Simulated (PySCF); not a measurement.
# Ge₃⁺: relaxation and vibrations of the quartet

Where does quartet Ge₃⁺ go from a equilateral triangle start, is the end point a minimum, and what are its modes, charges and moments?

The runs use PySCF 2.14.0; PBE0, basis Ge def2-TZVP, no relativity, density fitting.

## Step 1: The system as given

3 atoms, charge 1, spin multiplicity 4.

Bond lengths: Ge1–Ge2 2.420 Å, Ge1–Ge3 2.420 Å, Ge2–Ge3 2.420 Å. Angles: Ge2–Ge1–Ge3 60.0°, Ge1–Ge2–Ge3 60.0°, Ge1–Ge3–Ge2 60.0°.

Coordinates in bohr (charge 1 multiplicity 4):
```
Ge    1.3202   -2.2866    0.0000
Ge   -2.6403    0.0000    0.0000
Ge    1.3201    2.2866    0.0000
```

## Step 2: First SCF at the start

One driver script runs all steps and calls PySCF; scf.py shows how it sets up the SCF of each step. The optimiser is the driver's own. After this first run the driver tries any further starts and a stability analysis.

File scf.py:

```python
from pyscf import gto, scf, dft
mol = gto.M(atom='''
Ge     0.698600    -1.210010     0.000000
Ge    -1.397190     0.000010     0.000000
Ge     0.698590     1.210010     0.000000''',
    basis={'Ge': 'def2-TZVP'},
    charge=1, spin=3)
mf = dft.UKS(mol, xc='PBE0')
mf.grids.atom_grid = (50, 194)
aux = {'Ge': 'def2-universal-JKFIT'}
mf = mf.density_fit(auxbasis=aux)
mf.conv_tol = 1e-08
mf.diis_space = 10
mf.max_cycle = 60
mf.init_guess = 'minao'
mf.verbose = 4
mf.kernel()
```

On the command line:

```bash
OMP_NUM_THREADS=4 python axn.py task.json out
```

The program printed:

```text
init E= -6228.57418563621
[... the frontier-level lines of each cycle are left out ...]
cycle= 1 E= -6229.82128744226  delta_E= -1.25  |g|= 0.733  |ddm|=  1.5
cycle= 2 E= -6229.81901045889  delta_E= 0.00228  |g|= 0.83  |ddm|= 0.834
cycle= 3 E= -6229.91232206839  delta_E= -0.0933  |g|= 0.0192  |ddm|= 0.386
cycle= 4 E= -6229.91250879123  delta_E= -0.000187  |g|= 0.00627  |ddm|= 0.0445
cycle= 5 E= -6229.91252480155  delta_E= -1.6e-05  |g|= 0.00351  |ddm|= 0.0104
cycle= 6 E= -6229.91253315401  delta_E= -8.35e-06  |g|= 0.000355  |ddm|= 0.0044
cycle= 7 E= -6229.91253326955  delta_E= -1.16e-07  |g|= 5.62e-05  |ddm|= 0.000701
cycle= 8 E= -6229.91253327431  delta_E= -4.76e-09  |g|= 3.37e-05  |ddm|= 0.000163
Extra cycle  E= -6229.91253327248  delta_E= 1.83e-09  |g|= 6.55e-05  |ddm|= 0.000109
converged SCF energy = -6229.91253327248  <S^2> = 3.7616401  2S+1 = 4.0058158
```

This step, with its further starts and checks, ran for 18 s (4 threads of Intel Xeon 6975P-C (Granite Rapids), shared host).

The starts that the driver tried:

```tsv
start	energy (Eh)
the minimal-basis guess	-6229.912533
a thermally smeared density	-6229.912533
a smeared PBE density	-6229.912533
```

The test of internal stability and the other starts found no lower solution of this spin.

## Step 3: Relaxing the quartet from the equilateral triangle start

The program finds D3h symmetry in the start, which this walk keeps. The walk stops when the largest gradient is under 0.0003 Eh/bohr and the energy has settled too.

scf.py, as its differences from that of step 2:

```diff
@@ -3,3 +3,3 @@
-Ge     0.698600    -1.210010     0.000000
-Ge    -1.397190     0.000010     0.000000
-Ge     0.698590     1.210010     0.000000''',
+Ge     0.698597    -1.210006     0.000000
+Ge    -1.397195     0.000000     0.000000
+Ge     0.698598     1.210006     0.000000''',
@@ -15 +14,0 @@
-mf.init_guess = 'minao'
```

Steps of the walk:

```tsv
step	energy (Eh)	change (kJ/mol)	largest symmetric gradient (Eh/bohr)
0	-6229.912533	0.00	0.01159
1	-6229.913215	-1.79	0.00542
2	-6229.913420	-2.33	0.00046
3	-6229.913422	-2.33	0.00002
```

The walk took 14 s.

Positions (Å) and forces (eV/Å) along the way:

```
step 0
Ge   0.699  -1.210   0.000   0.299  -0.514   0.000
Ge  -1.397   0.000   0.000  -0.599   0.000   0.000
Ge   0.699   1.210   0.000   0.299   0.514   0.000
step 1
Ge   0.706  -1.222   0.000   0.140  -0.240   0.000
Ge  -1.411   0.000   0.000  -0.280   0.000   0.000
Ge   0.706   1.222   0.000   0.140   0.240   0.000
step 2
Ge   0.712  -1.233   0.000   0.012  -0.020   0.000
Ge  -1.424   0.000   0.000  -0.024   0.000   0.000
Ge   0.712   1.233   0.000   0.012   0.020   0.000
step 3
Ge   0.713  -1.234   0.000   0.001  -0.001   0.000
Ge  -1.425   0.000   0.000  -0.002   0.000   0.000
Ge   0.713   1.234   0.000   0.001   0.001   0.000
```

It settles in D3h symmetry, 2.3 kJ/mol below the start, after 3 steps: Ge–Ge 2.468 Å (×3); Ge–Ge–Ge 60.0° (×3).

## Step 4: Frequencies

On the finer grid the gradient is checked again; gradients at displacements of ±0.02 bohr then give force constants and infrared intensities.

scf.py, as its differences from that of step 3:

```diff
@@ -3,3 +3,3 @@
-Ge     0.698597    -1.210006     0.000000
-Ge    -1.397195     0.000000     0.000000
-Ge     0.698598     1.210006     0.000000''',
+Ge     0.712510    -1.234105     0.000000
+Ge    -1.425022     0.000000     0.000000
+Ge     0.712511     1.234105     0.000000''',
@@ -9 +9 @@
-mf.grids.atom_grid = (50, 194)
+mf.grids.atom_grid = (75, 302)
@@ -12 +12 @@
-mf.conv_tol = 1e-08
+mf.conv_tol = 1e-10
```

This SCF starts from the last density.

SCF at the final geometry:

```text
init E= -6229.9133504194
[... the frontier-level lines of each cycle are left out ...]
cycle= 1 E= -6229.91335041937  delta_E= 3.46e-11  |g|= 9.08e-06  |ddm|= 1.33e-05
Extra cycle  E= -6229.91335041924  delta_E= 1.33e-10  |g|= 1.73e-05  |ddm|= 2.7e-05
converged SCF energy = -6229.91335041924  <S^2> = 3.7617101  2S+1 = 4.0058508
```

The whole step took 41 s.

Geometry: D3h; Ge–Ge 2.468 Å (×3); Ge–Ge–Ge 60.0° (×3).

Modes, for the most abundant isotopes:

| symmetry | ω (cm⁻¹) | IR (km/mol) | μ (u) |
| --- | --- | --- | --- |
| e' | 207 | 4.9 | 73.92 |
| a1' | 268 | 0.0 | 73.92 |

μ is the mass of the mode for normalised Cartesian displacements, not the reduced mass of the usual diatomic formula.

No imaginary mode, so this is a minimum.

Constants and moments:

| Quantity | Value |
| --- | --- |
| Dipole moment about the centre of mass | 0.00 D |
| Highest occupied level | -11.71 eV |
| Lowest empty level | -9.70 eV |
| Rotational constants | 0.07487, 0.07487, 0.03743 cm⁻¹ |
| Zero-point energy | 4.1 kJ/mol |
| Principal polarisabilities | 76.5, 101.8, 101.8 bohr³ |
| Principal traceless quadrupole moments about the centre of mass | -10.83, 5.41, 5.41 D Å |
| Entropy at 298.15 K and 1 bar (electronic part: spin only) | 315.8 J/(mol K) |
| Heat capacity Cp at 298.15 K | 55.8 J/(mol K) |
| Enthalpy at 298.15 K above 0 K | 14.01 kJ/mol |
| Rotational symmetry number | 6 |
| Spin squared ⟨S²⟩ | 3.762 |

Charges (e) and bond orders:

```tsv
atom	Mulliken	Löwdin	polar tensor	spin (Mulliken)	Mayer order to Ge1
Ge1	0.33	0.33	0.33	1.00	–
Ge2,3	0.33	0.33	0.33	1.00	1.10
```

Mulliken populations on Ge1: s 7.87, p 13.70, d 10.09, f 0.01.

## Step 5: Outcome

| quantity | value |
| --- | --- |
| minimum | quartet, D3h |
| geometry | Ge–Ge 2.468 Å (×3); Ge–Ge–Ge 60.0° (×3) |
| wavenumbers (cm⁻¹) | 207 (e'), 268 (a1') |
| dipole moment (centre of mass) | 0.00 D |
| highest occupied, lowest empty level (either spin) | -11.71, -9.70 eV |
| polar-tensor charge of Ge1 | +0.33 e |
| zero-point energy | 4.1 kJ/mol |
| entropy at 298.15 K | 315.8 J/(mol K) |
| ⟨S²⟩ | 3.762 |

The equilateral triangle start keeps its D3h symmetry and ends in a minimum. In the infrared the band at 207 cm⁻¹ (e') leads. Only this shape and spin were tried, so other structures or states may lie lower.

The search up to here took 73 s.
